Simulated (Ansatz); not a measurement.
**BH3IO+ (SMILES [OH2+]BI): functionals against CCSD(T) at one geometry**

How do the functionals fare away from a minimum? The structure is a frame of a short trajectory.

The runs use Ansatz 0.2.0, Gaussian basis; single points in def2-TZVPP.

Cores are frozen in the correlated methods. Filled d shells of the heavier atoms are correlated. Core potentials replace the inner electrons past krypton, and spin-orbit coupling is left out.

1 further run of the same task is left out (it didn't finish).

**1. Starting geometry**

SMILES `[OH2+]BI`, 6 atoms, charge 1, spin multiplicity 1.

Atoms are counted from 1 here; the program's logs count them from 0.

Bond lengths: O1–B2 1.467 Å, O1–H4 0.976 Å, O1–H5 0.969 Å, B2–I3 2.030 Å, B2–H6 1.219 Å. Angles: B2–O1–H4 124.4°, B2–O1–H5 121.5°, H4–O1–H5 113.9°, O1–B2–I3 116.1°, O1–B2–H6 116.0°, I3–B2–H6 127.9°.

Coordinates:

```
O    -0.6330   -0.3903    0.2860
B     0.6553    0.1734   -0.1323
I     0.5701    1.8577   -1.2620
H    -1.5027   -0.0153    0.0491
H    -0.6861   -1.2298    0.7676
H     1.6476   -0.4325    0.2350
```

**2. PBE-D4/def2-TZVPP**

Contents of run/in.yaml:

```yaml
crystal:
  periodic: [false, false, false]
  atoms:
    - {symbol: O, position_ang: [-0.632987, -0.390263, 0.285977]}
    - {symbol: B, position_ang: [0.655268, 0.173431, -0.132252]}
    - {symbol: I, position_ang: [0.570104, 1.857733, -1.262005]}
    - {symbol: H, position_ang: [-1.502699, -0.015286, 0.049068]}
    - {symbol: H, position_ang: [-0.686065, -1.229800, 0.767562]}
    - {symbol: H, position_ang: [1.647597, -0.432548, 0.235023]}
basis:
  gaussian: {orbitals: def2-TZVPP}
total_charge: 1
hamiltonian: {xc: pbe, dispersion: d4}
output: {forces: true}
```

On the command line:

```sh
ansatz run in.yaml --threads 2 --pin off --events-out ev --progress --plain --max-ram 3481MiB
```

**3. r2SCAN-D4/def2-TZVPP**

run/in.yaml, as its differences from that of step 2:

```diff
@@ -12,3 +12,3 @@
 total_charge: 1
-hamiltonian: {xc: pbe, dispersion: d4}
+hamiltonian: {xc: r2scan, dispersion: d4}
 output: {forces: true}
```

**4. PBE0-D4/def2-TZVPP**

run/in.yaml, as its differences from that of step 3:

```diff
@@ -12,3 +12,3 @@
 total_charge: 1
-hamiltonian: {xc: r2scan, dispersion: d4}
-output: {forces: true}
+hamiltonian: {xc: pbe0, dispersion: d4}
+output: {forces: true, orbitals: {seedname: orbitals}}
```

**5. wB97M-V/def2-TZVPP**

run/in.yaml, as its differences from that of step 4:

```diff
@@ -12,3 +12,3 @@
 total_charge: 1
-hamiltonian: {xc: pbe0, dispersion: d4}
-output: {forces: true, orbitals: {seedname: orbitals}}
+hamiltonian: {xc: {name: wB97M-V}}
+output: {forces: true}
```

**6. CCSD(T)/def2-TZVPP**

run/in.yaml, as its differences from that of step 5:

```diff
@@ -12,3 +12,3 @@
 total_charge: 1
-hamiltonian: {xc: {name: wB97M-V}}
+correlation: {method: ccsd_t}
 output: {forces: true}
```

(Steps that only read results are left out.)

What does the calculation give? Wanted: energy less free atoms, CCSD(T)/def2-TZVPP; RMS force component; RMS force error; HOMO and LUMO, PBE0-D4; T1 diagnostic.

As calculated:

| quantity | value |
| --- | --- |
| energy less free atoms, CCSD(T)/def2-TZVPP | -11.529 eV |
| RMS force component | 0.312 to 0.376 eV/Å over the methods |
| RMS force error | PBE-D4 0.223, r2SCAN-D4 0.084, PBE0-D4 0.099, wB97M-V 0.057 eV/Å |
| HOMO and LUMO, PBE0-D4 | -12.95 and -7.02 eV |
| T1 diagnostic | 0.012 |

In words: Against CCSD(T) the functionals' energies less atoms differ by -0.869 to -0.421 eV, PBE-D4 by -0.869 eV. A larger basis would deepen the CCSD(T) value, while the functionals are nearly converged already, so the order here is not reliable. The forces of wB97M-V come nearest to CCSD(T), those of PBE-D4 are farthest. Frozen-core CCSD(T) forces in triple zeta carry basis errors of their own, and this is one geometry, so small gaps rank nothing.
